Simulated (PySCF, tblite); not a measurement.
# CH10OSi3, a small molecule taken as a stand-in for a surface group (Si site with back bonds [SiH3], C[SiH3], O): NMR shifts, core binding energies and electronic excitations, part 2 of 2

tblite 0.8.0 and PySCF 2.14.0. Atoms count from 0, parts from 1. Earlier steps stand in the parts before.

### 5 Core holes by ΔSCF: SCAN, X2C

What the job is given:

```
{"job": {"kind": "xps", "holes": 5}, "charge": 0, "multiplicity": 1}
Si    -0.515356     0.734915    -0.724939
Si    -2.282298    -0.687069    -0.137466
C      1.124580    -0.192263    -0.716059
Si     1.841673    -0.428033     1.010304
O     -0.522058     1.943548     0.438415
H     -0.746338     1.314465    -2.090590
H     -3.600999    -0.004136    -0.311329
H     -2.257855    -1.898071    -1.019463
H     -2.150547    -1.137214     1.282285
H      1.864832     0.340337    -1.338227
H      0.974539    -1.181453    -1.183547
H      0.814594    -1.006900     1.928411
H      2.300821     0.881397     1.565894
H      3.017638    -1.352019     0.971950
H      0.126534     2.647209     0.339202
```

Level: delta-SCF UKS SCAN, pcX-2 on the ionised atom, pcseg-1 elsewhere, spin-free X2C.

The log of the run:

```text
ground state, core basis on atom 0 (Si), 174 functions
  cycle   1  E = -989.45650977  |g| = 7.74e-01
  cycle   2  E = -989.16488976  |g| = 1.41e+00
  cycle   3  E = -989.57325144  |g| = 1.70e-01
  cycle   4  E = -989.57906951  |g| = 7.22e-02
  cycle   5  E = -989.58047379  |g| = 1.39e-02
  cycle   6  E = -989.58053526  |g| = 3.19e-03
  cycle   7  E = -989.58054013  |g| = 1.01e-03
  cycle   8  E = -989.58054040  |g| = 2.34e-04
  E(ground) = -989.63881005 Eh
hole in Si 2p of atom 0
  cycle   1  E = -985.29830541  |g| = 1.24e+00
  cycle   2  E = -984.98674516  |g| = 1.25e+00
  cycle   3  E = -985.56473345  |g| = 3.38e-01
  cycle   4  E = -985.62454152  |g| = 1.49e-01
  cycle   5  E = -985.63029315  |g| = 7.71e-02
  cycle   6  E = -985.63315310  |g| = 9.29e-03
  cycle   7  E = -985.63317702  |g| = 7.01e-03
  cycle   8  E = -985.63320703  |g| = 1.06e-03
  cycle   9  E = -985.63320602  |g| = 2.39e-04
  E(ion) = -985.70247078 Eh   <S^2> = 0.7514   hole on atom = 1.003   binding energy = 107.113 eV
  2p3/2 = 106.873 eV   2p1/2 = 107.498 eV
ground state, core basis on atom 1 (Si), 174 functions
  cycle   1  E = -989.57052301  |g| = 2.87e-01
  cycle   2  E = -989.57058629  |g| = 3.69e-02
  cycle   3  E = -989.57046136  |g| = 3.95e-02
  cycle   4  E = -989.57075798  |g| = 1.25e-02
  cycle   5  E = -989.57078521  |g| = 2.10e-03
  cycle   6  E = -989.57078770  |g| = 2.19e-04
  E(ground) = -989.62891795 Eh
hole in Si 2p of atom 1
  cycle   1  E = -985.31194168  |g| = 1.23e+00
  cycle   2  E = -985.25027449  |g| = 1.02e+00
  cycle   3  E = -985.61810254  |g| = 1.88e-01
  cycle   4  E = -985.63751877  |g| = 9.22e-02
  cycle   5  E = -985.64183463  |g| = 3.38e-02
  cycle   6  E = -985.64249804  |g| = 5.45e-03
  cycle   7  E = -985.64251466  |g| = 2.44e-03
  cycle   8  E = -985.64252027  |g| = 6.12e-04
  cycle   9  E = -985.64252014  |g| = 4.83e-04
  E(ion) = -985.71200191 Eh   <S^2> = 0.7532   hole on atom = 1.002   binding energy = 106.585 eV
  2p3/2 = 106.386 eV   2p1/2 = 107.009 eV
ground state, core basis on atom 2 (C), 163 functions
  cycle   1  E = -989.48057475  |g| = 5.90e-02
  cycle   2  E = -989.48056226  |g| = 2.23e-02
  cycle   3  E = -989.48059832  |g| = 2.05e-02
  cycle   4  E = -989.48071631  |g| = 3.78e-03
  cycle   5  E = -989.48071839  |g| = 5.45e-04
  cycle   6  E = -989.48071927  |g| = 1.82e-04
  E(ground) = -989.58035631 Eh
hole in C 1s of atom 2
  cycle   1  E = -978.24043543  |g| = 1.51e+00
  cycle   2  E = -977.42303038  |g| = 1.89e+00
  cycle   3  E = -978.76424430  |g| = 3.80e-01
  cycle   4  E = -978.80087916  |g| = 2.64e-01
  cycle   5  E = -978.82657329  |g| = 7.09e-02
  cycle   6  E = -978.82852528  |g| = 1.14e-02
  cycle   7  E = -978.82859580  |g| = 4.78e-03
  cycle   8  E = -978.82861136  |g| = 1.11e-03
  cycle   9  E = -978.82861579  |g| = 6.05e-04
  cycle  10  E = -978.82861626  |g| = 1.55e-04
  E(ion) = -978.92681587 Eh   <S^2> = 0.7683   hole on atom = 1.000   binding energy = 289.898 eV
ground state, core basis on atom 3 (Si), 174 functions
  cycle   1  E = -989.57325416  |g| = 2.87e-01
  cycle   2  E = -989.57332804  |g| = 3.44e-02
  cycle   3  E = -989.57331667  |g| = 2.45e-02
  cycle   4  E = -989.57340065  |g| = 7.36e-03
  cycle   5  E = -989.57341665  |g| = 7.85e-04
  cycle   6  E = -989.57341633  |g| = 1.45e-04
  E(ground) = -989.63172359 Eh
hole in Si 2p of atom 3
  cycle   1  E = -985.30929893  |g| = 1.23e+00
  cycle   2  E = -985.21734528  |g| = 1.05e+00
  cycle   3  E = -985.60766851  |g| = 2.04e-01
  cycle   4  E = -985.63228334  |g| = 7.60e-02
  cycle   5  E = -985.63460062  |g| = 3.96e-02
  cycle   6  E = -985.63532108  |g| = 8.61e-03
  cycle   7  E = -985.63534211  |g| = 5.13e-03
  cycle   8  E = -985.63535523  |g| = 1.33e-03
  cycle   9  E = -985.63535897  |g| = 2.49e-04
  E(ion) = -985.70480178 Eh   <S^2> = 0.7522   hole on atom = 1.003   binding energy = 106.857 eV
  2p3/2 = 106.653 eV   2p1/2 = 107.277 eV
ground state, core basis on atom 4 (O), 163 functions
  cycle   1  E = -989.51095822  |g| = 1.00e-01
  cycle   2  E = -989.51035937  |g| = 7.39e-02
  cycle   3  E = -989.51075746  |g| = 5.89e-02
  cycle   4  E = -989.51135117  |g| = 5.80e-03
  cycle   5  E = -989.51136332  |g| = 1.14e-03
  cycle   6  E = -989.51136537  |g| = 2.78e-04
  E(ground) = -989.60874252 Eh
hole in O 1s of atom 4
  cycle   1  E = -968.90582169  |g| = 2.22e+00
  cycle   2  E = -967.33731467  |g| = 2.49e+00
  cycle   3  E = -969.56356209  |g| = 5.30e-01
  cycle   4  E = -969.69443258  |g| = 2.12e-01
  cycle   5  E = -969.72099279  |g| = 1.01e-01
  cycle   6  E = -969.72658169  |g| = 2.82e-02
  cycle   7  E = -969.72702657  |g| = 7.15e-03
  cycle   8  E = -969.72705900  |g| = 2.16e-03
  cycle   9  E = -969.72706262  |g| = 8.49e-04
  cycle  10  E = -969.72706289  |g| = 2.05e-04
  E(ion) = -969.82446645 Eh   <S^2> = 0.7619   hole on atom = 1.000   binding energy = 538.358 eV
```

Run time: 27 s. Hardware: 1 thread of Intel Xeon 6975P-C, shared host; peak memory 0.64 GiB.

Binding energies by hole, beside the orbital energy of the ground state; the difference holds orbital relaxation and, for a density functional, its self-interaction error:

```csv
hole,stands for,environment,ΔSCF (eV; 2p as the shell's mean),−ε (eV),⟨S²⟩
Si2p on Si0,Si0,"silicon bonded to C, O, Si, H",107.08,96.6,0.751
Si2p on Si1,Si1,"silicon bonded to Si, 3 H",106.59,96.0,0.753
C1s on C2,C2,"carbon bonded to 2 Si, 2 H",289.90,273.5,0.768
Si2p on Si3,Si3,"silicon bonded to C, 3 H",106.86,96.1,0.752
O1s on O4,O4,"oxygen bonded to Si, H",538.36,516.7,0.762
```

With the spin-orbit splitting: Si0 2p3/2 106.87, 2p1/2 107.50 eV; Si1 2p3/2 106.39, 2p1/2 107.01 eV; Si3 2p3/2 106.65, 2p1/2 107.28 eV. The table gives each 2p level as the mean over the whole 2p shell (two parts 2p3/2, one part 2p1/2), which differs a little from the single hole in the log.

### 6 TDDFT and polarisability: CAM-B3LYP/def2-SVPD

Settings changed since step 5:

```diff
@@ -1,2 +1,2 @@
-{"job": {"kind": "xps", "holes": 5}, "charge": 0, "multiplicity": 1}
+{"job": {"kind": "uv", "xc": "CAM-B3LYP", "basis": "def2-SVPD", "nstates": 6, "ntriplets": 2, "ip": true}, "charge": 0, "multiplicity": 1}
 Si    -0.515356     0.734915    -0.724939
```

With the program's defaults for keys left out, this is: TDDFT CAM-B3LYP/def2-SVPD, vertical, gas phase, core orbitals frozen in the response.

The log of the run:

```text
coarse grid: 13248 points
cycle   1  E = -987.2369323250  dE = -2.788e-02  |g| = 6.965e-01  |ddm| = 4.183e+00
cycle   2  E = -987.1734005253  dE =  6.353e-02  |g| = 9.309e-01  |ddm| = 1.580e+00
cycle   3  E = -987.3362900604  dE = -1.629e-01  |g| = 7.058e-02  |ddm| = 8.009e-01
cycle   4  E = -987.3372270592  dE = -9.370e-04  |g| = 3.315e-02  |ddm| = 1.299e-01
cycle   5  E = -987.3375101495  dE = -2.831e-04  |g| = 6.076e-03  |ddm| = 4.525e-02
cycle   6  E = -987.3375212870  dE = -1.114e-05  |g| = 9.040e-04  |ddm| = 1.292e-02
cycle   7  E = -987.3375216114  dE = -3.244e-07  |g| = 2.806e-04  |ddm| = 2.690e-03
final grid: 111920 points
cycle   8  E = -987.4732172544  dE = -1.245e-05  |g| = 1.483e-03  |ddm| = 3.164e-02
cycle   9  E = -987.4732173634  dE = -1.090e-07  |g| = 1.405e-03  |ddm| = 4.111e-03
cycle  10  E = -987.4732178790  dE = -5.156e-07  |g| = 1.261e-04  |ddm| = 1.535e-03
cycle  11  E = -987.4732178834  dE = -4.376e-09  |g| = 8.360e-05  |ddm| = 3.062e-04
cycle  12  E = -987.4732178847  dE = -1.347e-09  |g| = 1.724e-05  |ddm| = 8.288e-05
cycle  13  E = -987.4732178848  dE = -8.095e-11  |g| = 3.407e-06  |ddm| = 2.777e-05
converged SCF energy = -987.4732178848

Static polarisability (au): isotropic 100.500, principal 89.452 97.967 114.080

Singlet excitations
state   eV       nm        f      main configurations
  1   6.6578    186.2   0.01365   H->L 0.78, H->L+1 0.11
  2   7.0233    176.5   0.00301   H-1->L 0.81
  3   7.2217    171.7   0.03848   H->L+1 0.68, H->L+2 0.10
  4   7.6547    162.0   0.03705   H->L+2 0.40, H->L+3 0.20, H-1->L+1 0.15
  5   7.7723    159.5   0.03420   H-1->L+1 0.61, H->L+3 0.08
  6   8.0643    153.7   0.25855   H->L+3 0.31, H->L+2 0.29, H->L+4 0.21

Triplet excitations (Tamm-Dancoff, eV): 6.0120 6.4157
Vertical ionisation energy (delta-SCF) = 10.0046 eV
```

Run time: 65 s. Hardware: 1 thread of Intel Xeon 6975P-C, shared host; peak memory 1 GiB.

The orbitals next to the gap, with their largest atomic shares:

```csv
orbital,eV,atoms
HOMO−3,-10.83,"Si3 33 %, H12 27 %, H13 12 %"
HOMO−2,-10.79,"Si3 28 %, H11 21 %, C2 18 %"
HOMO−1,-9.82,"C2 24 %, Si0 20 %, O4 17 %"
HOMO,-9.29,"Si1 31 %, Si0 27 %, C2 10 %"
LUMO,0.50,"Si0 22 %, O4 19 %, H14 11 %"
LUMO+1,1.03,"Si1 18 %, Si3 15 %, Si0 12 %"
LUMO+2,1.29,"Si1 35 %, H8 12 %, Si0 11 %"
```

With each of the 6 states as a Gaussian band of 0.4 eV half-width at 1/e, the curve within the window shown has maxima at 154 nm (ε 12,000) L/(mol cm). Beyond the last state computed it falls off for lack of states. The curve at chosen wavelengths:

nm, ε (L/mol/cm) and a bar:
```
      148       6185 ###############
      150       8870 ######################
      152      10981 ############################
      155      11916 ##############################
      157      11027 ############################
      159       9407 ########################
      161       7579 ###################
      164       5233 #############
      166       4130 ##########
      168       3360 ########
      170       2825 #######
      173       2254 ######
      175       1943 #####
      177       1664 ####
      179       1418 ###
      182       1117 ###
      184        959 ##
      186        822 ##
      188        700 ##
      191        529 #
      193        423 #
      195        327 #
      197        244 
      200        146 
      202         99 
      204         65
```

Ground-state properties from the same run:

```csv
property,computed
dipole moment (D),1.89
polarisability (Å³),14.89
HOMO–LUMO gap (eV),9.79
−ε(HOMO) (eV),9.29
```

### 7 Results

This closing draws on all 2 parts.

| quantity | value |
| --- | --- |
| point group | C1 |
| rotational constants (main isotopes) | 3.07, 1.35, 1.16 GHz |
| ¹³C shifts against TMS (PBE0/pcSseg-1) | -4.6 ppm |
| ¹H shifts against TMS (PBE0/pcSseg-1) | 5.67, 4.11, 4.03, 3.91, 3.72, 3.52, 3.19, 0.63, 0.49, -0.30 ppm |
| ²⁹Si shifts against TMS (PBE0/pcSseg-1) | 4.7, -70.8, -109.7 ppm |
| ¹⁷O shifts against H2O (PBE0/pcSseg-1) | 25.7 ppm |
| Si2p binding energies, SCAN/pcX-2 | Si0 107.08, Si3 106.86, Si1 106.59 eV |
| C1s binding energies, SCAN/pcX-2 | C2 289.90 eV |
| O1s binding energies, SCAN/pcX-2 | O4 538.36 eV |
| lowest singlet (CAM-B3LYP/def2-SVPD) | 6.66 eV (186 nm), f = 0.014 |
| brightest single state of those computed | state 6, 8.06 eV, f = 0.259 |
| lowest triplet | 6.01 eV |
| vertical ionisation energy (ΔSCF) | 10.00 eV |

What this shows: The start of the PBE0/def2-SVP relaxation was shaken at random by about 0.01 Å, so part of the energy gained, and of the first lengths quoted, undoes that. The optimisation took 17 steps and gained 0.247 eV; among the close pairs (by a distance rule), Si3–H13 changed most, from 1.420 to 1.496 Å (PBE0/def2-SVP). Hydrogens of an XH3 group are listed apart at this fixed geometry; free rotation makes them one line at their mean. At PBE0/pcSseg-1: The largest span, 123 ppm, is at Si0, where the paramagnetic term is -532 ppm. At SCAN/pcX-2: Si0 (silicon bonded to C, O, Si, H) binds its Si2p electron 0.49 eV more tightly than Si1 (silicon bonded to Si, 3 H). The first singlet state (HOMO→LUMO 0.78, HOMO→LUMO+1 0.11) lies at 6.66 eV and is weak; of the 6 states computed, the strongest absorption comes from state 6 at 8.06 eV (the last computed, so partners may be missing). The lowest triplet lies 0.65 eV below the lowest singlet (triplets in Tamm-Dancoff, singlets in full TDDFT). ΔSCF puts the ionisation energy at 10.00 eV, 0.72 eV above −ε(HOMO). A capped cluster stands for the solid here, so long-range fields and strain are missing, and bands or shifts of the capping hydrogens have no counterpart in it.
